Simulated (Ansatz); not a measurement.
# CH5BOSi: small, medium and large basis sets

One table from this session's results is given with a row withheld; the runs are named, their logs left out.

Computed with Ansatz 0.2.0, Gaussian basis. Level: one geometry, several basis sets.

Levels to be run: PBE0-D4/def2-SVP; ωB97M-V/def2-SVP; PBE0-D4/def2-QZVPP; ωB97M-V/def2-QZVPP; the functionals' def2-TZVPP values are taken from earlier runs.

1 further run of the same task is left out (it didn't finish).

## The geometry

All runs share one geometry, relaxed beforehand with PBE0-D4 in a triple-zeta def2 set.

SMILES `B[SiH2]C=O`, 9 atoms, charge 0, spin multiplicity 1.

Atoms are counted from 1 here; the program's logs count them from 0.

Bond lengths: B1–Si2 2.006 Å, B1–H5 1.196 Å, B1–H6 1.194 Å, Si2–C3 1.933 Å, Si2–H7 1.484 Å, Si2–H8 1.495 Å, C3–O4 1.202 Å, C3–H9 1.118 Å. Angles: Si2–B1–H5 119.1°, Si2–B1–H6 123.0°, H5–B1–H6 117.9°, B1–Si2–C3 108.4°, B1–Si2–H7 117.0°, B1–Si2–H8 106.3°, C3–Si2–H7 108.9°, C3–Si2–H8 105.6°, H7–Si2–H8 110.1°, Si2–C3–O4 123.6°, Si2–C3–H9 116.8°, O4–C3–H9 119.6°.

Set-up of the first run:

Contents of in.yaml:

```yaml
crystal:
  periodic: [false, false, false]
  atoms:
    - {symbol: B, position_ang: [-0.950116, 0.849962, -1.073142]}
    - {symbol: Si, position_ang: [0.610784, -0.206031, -0.386539]}
    - {symbol: C, position_ang: [0.330634, -0.553651, 1.494472]}
    - {symbol: O, position_ang: [1.022800, -0.098396, 2.365799]}
    - {symbol: H, position_ang: [-2.057631, 0.518183, -0.766995]}
    - {symbol: H, position_ang: [-0.828791, 1.799433, -1.786879]}
    - {symbol: H, position_ang: [1.958063, 0.387565, -0.570734]}
    - {symbol: H, position_ang: [0.541989, -1.540923, -1.055879]}
    - {symbol: H, position_ang: [-0.539232, -1.202441, 1.762897]}
basis:
  gaussian: {orbitals: def2-SVP}
hamiltonian: {xc: pbe0, dispersion: d4}
output: {orbitals: {seedname: orbitals}}
```

Among the steps run: PBE0-D4 in def2-SVP; ωB97M-V in def2-SVP; PBE0-D4 in def2-QZVPP; ωB97M-V in def2-QZVPP.

One table of the session follows, with a row left open; its other results are not shown here.

It belongs to the step «Density functionals: the series». 

| functional | basis | HOMO (eV) | LUMO (eV) |
| --- | --- | --- | --- |
| PBE0-D4 | def2-SVP | -6.91 | -2.76 |
| PBE0-D4 | def2-TZVPP | -7.04 | -2.82 |
| PBE0-D4 | def2-QZVPP | -7.07 | -2.84 |
| ωB97M-V | def2-SVP | -9.12 | -0.71 |
| ωB97M-V | def2-TZVPP | ? | ? |
| ωB97M-V | def2-QZVPP | -9.31 | -0.91 |

**Question.** Estimate the row for ωB97M-V, def2-TZVPP.

The run gave: HOMO (eV): -9.28; LUMO (eV): -0.87. In the column «HOMO (eV)» it lies between ωB97M-V, def2-QZVPP (-9.31) and ωB97M-V, def2-SVP (-9.12).
